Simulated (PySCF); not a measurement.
# [Ce(SH)4]−: other functionals and bases at one geometry

Aim: see how levels, charges and forces of [Ce(SH)4]− depend on the level of theory. The species was built from a template and needn't be a known compound.

The runs use PySCF 2.14.0; several levels, as the steps say, no spin–orbit coupling.

1 further run of the same task is left out (for a known fault of the program).

**1. Where the work starts**

9 atoms, charge -1, spin multiplicity 1.

Bond lengths: Ce1–S2 2.774 Å, Ce1–S4 2.774 Å, Ce1–S6 2.774 Å, Ce1–S8 2.774 Å, S2–H3 1.355 Å, S4–H5 1.355 Å, S6–H7 1.355 Å, S8–H9 1.355 Å. Angles: S2–Ce1–S4 111.2°, S2–Ce1–S6 108.6°, S2–Ce1–S8 108.6°, S4–Ce1–S6 108.6°, S4–Ce1–S8 108.6°, S6–Ce1–S8 111.2°, Ce1–S2–H3 89.6°, Ce1–S4–H5 89.6°, Ce1–S6–H7 89.6°, Ce1–S8–H9 89.6°.

Coordinates:

```xyz
9

Ce    0.00000    0.00000    0.00023
S     1.74665    1.47857    1.56724
H     2.77780    1.06977    0.78839
S    -1.74665   -1.47857    1.56724
H    -2.77780   -1.06977    0.78839
S     1.47854   -1.74663   -1.56687
H     1.06917   -2.77752   -0.78888
S    -1.47854    1.74663   -1.56687
H    -1.06917    2.77752   -0.78888
```

Formal oxidation states: Ce +3. Each metal's 1 4f electrons lie in its core potential, so multiplicities, spins and levels count the valence alone. An earlier session relaxed this geometry at PBE0, Ce lcecp-1-SVP with ECP47, S def2-SVP, H def2-SVP (singlet, point group S4).

At PBE0 on the finer grid: E = -1626.649531 Eh, HOMO -3.10 eV, LUMO 2.71 eV, Mulliken charge on Ce1 +0.65 e, largest force component 0.016 eV/Å. 

Levels to run: BLYP; M06-L; PBE0, TZVP. Hardware: 2 threads of Arm Neoverse V1, shared host.

**2. BLYP**

The input, run.py (the lines that set the calculation):

```python
mol = gto.M(atom='''
Ce     0.00000     0.00000     0.00023
S      1.74665     1.47857     1.56724
H      2.77780     1.06977     0.78839
S     -1.74665    -1.47857     1.56724
H     -2.77780    -1.06977     0.78839
S      1.47854    -1.74663    -1.56687
H      1.06917    -2.77752    -0.78888
S     -1.47854     1.74663    -1.56687
H     -1.06917     2.77752    -0.78888''',
    basis={'Ce': 'lcecp-1-SVP', 'S': 'def2-SVP', 'H': 'def2-SVP'},
    ecp={'Ce': 'lcecp-1-SVP'},
    charge=-1, spin=0)
mf = dft.RKS(mol, xc='BLYP')
mf.grids.atom_grid = (75, 302)  # f atoms: unpruned, at least (60, 302)
mf = mf.density_fit()  # fitting sets: Ce AutoAux, S def2-universal-JKFIT, H def2-universal-JKFIT
mf.conv_tol = 1e-08; mf.max_cycle = 55
mf.kernel(dm0)  # dm0: the density of the relaxed state
```

Run with:

```console
OMP_NUM_THREADS=2 python run.py
```

**3. M06-L**

run.py (the lines that set the calculation): that of step 2 with these lines changed.

```diff
@@ -13,3 +13,3 @@
     charge=-1, spin=0)
-mf = dft.RKS(mol, xc='BLYP')
+mf = dft.RKS(mol, xc='M06L')
 mf.grids.atom_grid = (75, 302)  # f atoms: unpruned, at least (60, 302)
```

**4. PBE0, TZVP**

Basis: Ce lcecp-1-TZVP with ECP47, S def2-TZVP, H def2-TZVP. 

run.py (the lines that set the calculation): that of step 3 with these lines changed.

```diff
@@ -10,6 +10,6 @@
 H     -1.06917     2.77752    -0.78888''',
-    basis={'Ce': 'lcecp-1-SVP', 'S': 'def2-SVP', 'H': 'def2-SVP'},
-    ecp={'Ce': 'lcecp-1-SVP'},
+    basis={'Ce': 'lcecp-1-TZVP', 'S': 'def2-TZVP', 'H': 'def2-TZVP'},
+    ecp={'Ce': 'lcecp-1-TZVP'},
     charge=-1, spin=0)
-mf = dft.RKS(mol, xc='M06L')
+mf = dft.RKS(mol, xc='PBE0')
 mf.grids.atom_grid = (75, 302)  # f atoms: unpruned, at least (60, 302)
@@ -17,2 +17,2 @@
 mf.conv_tol = 1e-08; mf.max_cycle = 55
-mf.kernel(dm0)  # dm0: the density of the relaxed state
+mf.kernel(dm0)  # dm0: free metal ions and neutral atoms
```

Q: Predict the outcome of this session. Wanted: for each run, HOMO; gap; charge on Ce1; dipole; largest force.

**Answer**, as computed:

| level | state | HOMO (eV) | gap (eV) | charge on Ce1 (e) | dipole (D) | largest force (eV/Å) | basis functions | time |
| --- | --- | --- | --- | --- | --- | --- | --- | --- |
| PBE0 (relaxed here) | singlet | -3.10 | 5.81 | 0.65 | 0.00 | 0.02 | 125 | 32 s |
| BLYP | singlet | -1.61 | 3.85 | 0.39 | 0.00 | 0.35 | 125 | 10 s |
| M06-L | singlet | -2.10 | 4.79 | 0.90 | 0.00 | 0.22 | 125 | 15 s |
| PBE0, TZVP | singlet | -3.33 | 5.90 | 1.21 | 0.00 | 0.19 | 219 | 28 s |

Times are on 2 threads of Arm Neoverse V1, shared host; the first row also made further properties. The dipole of a charged species depends on the origin, so these sizes hold for this origin alone.

In one basis the HOMO–LUMO gap runs from 3.85 eV (BLYP) to 5.81 eV (PBE0). The largest leftover force, 0.35 eV/Å with BLYP, stands at a geometry relaxed at another level. The Mulliken charge on Ce spans +0.39 to +1.21 e over the levels. With 4f in the core, its levels are missing from HOMO and gap. Total energies of different levels can't be compared. Spin–orbit coupling is left out throughout.
